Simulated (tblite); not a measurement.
# C6H22O9Si4: the cost of one run

Computed with tblite 0.8.0 (tight binding) and PySCF 2.14.0 (DFT, with response routines of our own); each step states its level. Atoms count from 0 throughout.

## 1. The molecule as given

41 atoms, charge 0, multiplicity 1; geometry from: MMFF94s geometry.

Bonds of the start (Å): C0–H19 1.09, C0–H20 1.11, C0–H21 1.10, C0–O1 1.40, C12–H31 1.10, C12–H32 1.11, C12–H33 1.09, C16–H35 1.09, C16–H36 1.10, C16–H37 1.10, C18–H38 1.08, C18–H39 1.09, C18–H40 1.09, C4–H23 1.09, C4–H24 1.10, C4–H25 1.10, C8–H27 1.10, C8–H28 1.09, C8–H29 1.09, O11–C12 1.41, O13–Si14 1.65, O15–C16 1.42, O17–C18 1.43, O1–Si2 1.66 and more.

## 2. GFN2-xTB relaxation, conformer 1

The job: settings as JSON, then the geometry in Å.

```
{"job": {"xc": "GFN2-xTB", "basis": "xTB", "kind": "relax"}, "charge": 0, "multiplicity": 1}
C      3.355100     0.733400    -1.069400
O      3.765400     0.359200     0.220200
Si     2.713500     0.515400     1.495900
O      2.309800     2.132000     1.662000
C      3.310500     3.005200     2.157400
O      1.333700    -0.353600     1.204900
Si     0.818200    -1.902300     1.367700
O      0.772000    -2.323400     2.980200
C      0.233200    -3.596700     3.323500
O     -0.675800    -2.083400     0.698000
Si    -1.407100    -1.829800    -0.759200
O     -2.718400    -2.842500    -0.900900
C     -3.490800    -2.774600    -2.080200
O     -1.881300    -0.261500    -0.906300
Si    -1.327000     1.143700    -1.569300
O     -1.949200     1.312900    -3.088500
C     -3.306000     1.692600    -3.228600
O     -1.757300     2.428400    -0.632900
C     -1.019500     2.675900     0.561500
H      4.198200     0.613800    -1.745000
H      3.037900     1.794900    -1.097400
H      2.532800     0.096100    -1.423100
H      3.365800     0.063700     2.747000
H      3.636900     2.718500     3.155200
H      4.168500     3.054300     1.469600
H      2.869500     4.009400     2.214100
H      1.760600    -2.808900     0.680300
H     -0.834800    -3.658700     3.065700
H      0.316100    -3.712700     4.405300
H      0.788900    -4.408500     2.856400
H     -0.450600    -2.156700    -1.846700
H     -3.970400    -1.795700    -2.198500
H     -2.879800    -3.000600    -2.976000
H     -4.270500    -3.533900    -2.016100
H      0.155100     1.084200    -1.672800
H     -3.480700     2.698600    -2.835300
H     -3.974700     0.967000    -2.752500
H     -3.550300     1.711500    -4.301000
H     -1.474800     3.514400     1.075900
H     -1.057000     1.815900     1.234800
H      0.017500     2.938600     0.332500
```

Run with:

```sh
OMP_NUM_THREADS=1 python ens_run.py task.json out
```

One launch serves the whole session.

**Question.** How long does this first job take on 1 thread of Intel Xeon Platinum 8375C at 2.90GHz, shared host?

About 22 s.
